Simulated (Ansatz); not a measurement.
**BH8NSi2: a ladder of functionals and wavefunction methods**

An exercise on one series of results from a longer session: the logs are not shown, and one member is left open.

The runs use Ansatz 0.2.0, Gaussian basis; functionals in def2-TZVPP, the program's frozen cores in correlated methods.

Plan: LDA (SPW92), PBE-D4, revPBE-D4, BLYP-D4, r2SCAN-D4, B97M-V, PBE0-D4, B3LYP-D4, r2SCANh-D4, r2SCAN0-D4, HSE06-D4, BHLYP-D4, CAM-B3LYP-D4, LC-ωPBE, ωB97X-V, ωB97M-V, B2PLYP, PBE-QIDH; CCSD(T)/def2-SVP; CCSD(T)/def2-TZVPP; MP2/def2-QZVPP; extrapolation to the limit; RPA on PBE.

## The relaxed structure

All runs share one geometry, relaxed beforehand with PBE0-D4 in a triple-zeta def2 set.

12 atoms, charge 0, spin multiplicity 1.

Atoms are counted from 1 here; the program's logs count them from 0.

Bond lengths: B1–Si2 2.003 Å, B1–H5 1.197 Å, B1–H6 1.198 Å, Si2–N3 1.733 Å, Si2–H7 1.502 Å, Si2–H8 1.490 Å, N3–Si4 1.725 Å, N3–H9 1.010 Å, Si4–H10 1.491 Å, Si4–H11 1.488 Å, Si4–H12 1.485 Å. Angles: Si2–B1–H5 119.8°, Si2–B1–H6 123.0°, H5–B1–H6 117.1°, B1–Si2–N3 113.1°, B1–Si2–H7 104.6°, B1–Si2–H8 112.4°, N3–Si2–H7 113.1°, N3–Si2–H8 107.6°, H7–Si2–H8 105.8°, Si2–N3–Si4 128.4°, Si2–N3–H9 115.0°, Si4–N3–H9 116.0°, N3–Si4–H10 113.5°, N3–Si4–H11 110.2°, N3–Si4–H12 107.3°, H10–Si4–H11 107.3°, H10–Si4–H12 108.3°, H11–Si4–H12 110.1°.

Set-up of the first run:

in.yaml

```yaml
crystal:
  periodic: [false, false, false]
  atoms:
    - {symbol: B, position_ang: [-1.727376, 1.914585, 0.173247]}
    - {symbol: Si, position_ang: [-0.956339, 0.129705, -0.308285]}
    - {symbol: N, position_ang: [0.576605, -0.173823, 0.440117]}
    - {symbol: Si, position_ang: [1.791339, -1.306216, -0.025664]}
    - {symbol: H, position_ang: [-2.659933, 2.345277, -0.440327]}
    - {symbol: H, position_ang: [-1.331418, 2.569667, 1.094328]}
    - {symbol: H, position_ang: [-2.013407, -0.860355, 0.089786]}
    - {symbol: H, position_ang: [-0.779403, -0.035027, -1.778108]}
    - {symbol: H, position_ang: [0.714484, 0.282417, 1.330928]}
    - {symbol: H, position_ang: [1.744850, -2.578745, 0.749713]}
    - {symbol: H, position_ang: [3.144660, -0.718389, 0.168142]}
    - {symbol: H, position_ang: [1.572736, -1.624298, -1.459773]}
basis:
  gaussian: {orbitals: def2-TZVPP}
hamiltonian: {xc: lda}
output: {orbitals: {seedname: orbitals}}
```

On the command line:

```sh
ansatz run in.yaml --threads 4 --pin off --events-out ev --progress --plain --max-ram 10444MiB
```

Among the steps run: LDA; PBE-D4 (GGA); revPBE-D4 (GGA); BLYP-D4 (GGA); r2SCAN-D4 (meta-GGA); B97M-V (meta-GGA); B3LYP-D4 (hybrid); r2SCANh-D4 (hybrid); r2SCAN0-D4 (hybrid); HSE06-D4 (hybrid); BHLYP-D4 (hybrid); CAM-B3LYP-D4 (range-separated); LC-ωPBE (range-separated); ωB97X-V (range-separated); ωB97M-V (range-separated); B2PLYP (double hybrid); PBE-QIDH (double hybrid).

One of the session's tables, all rows but one given; the rest of the session is left out.

It belongs to the step «Frontier levels by functional». 

```
  functional  HOMO (eV)  LUMO (eV)  gap (eV)
 LDA (SPW92)      -6.17      -3.73      2.44
      PBE-D4      -6.08      -3.45      2.62
   revPBE-D4      -6.04      -3.34      2.70
     BLYP-D4      -5.96      -3.27      2.69
   r2SCAN-D4      -6.36      -3.10      3.26
      B97M-V      -6.51      -3.28      3.23
     PBE0-D4      -7.36      -2.43      4.93
    B3LYP-D4      -7.15      -2.64      4.52
  r2SCANh-D4      -6.84      -2.75      4.08
  r2SCAN0-D4      -7.56      -2.23      5.32
    HSE06-D4      -6.96      -2.82      4.15
    BHLYP-D4      -8.58      -1.34      7.24
CAM-B3LYP-D4      -8.72      -1.29      7.43
     LC-ωPBE     -10.07      -0.09      9.98
     ωB97X-V      -9.73      -0.20      9.53
     ωB97M-V          ?          ?         ?
```

**Question.** Estimate the row for ωB97M-V.

**Answer.** HOMO (eV): -9.62; LUMO (eV): -0.47; gap (eV): 9.15. In the column «HOMO (eV)» it lies between ωB97X-V (-9.73) and CAM-B3LYP-D4 (-8.72).
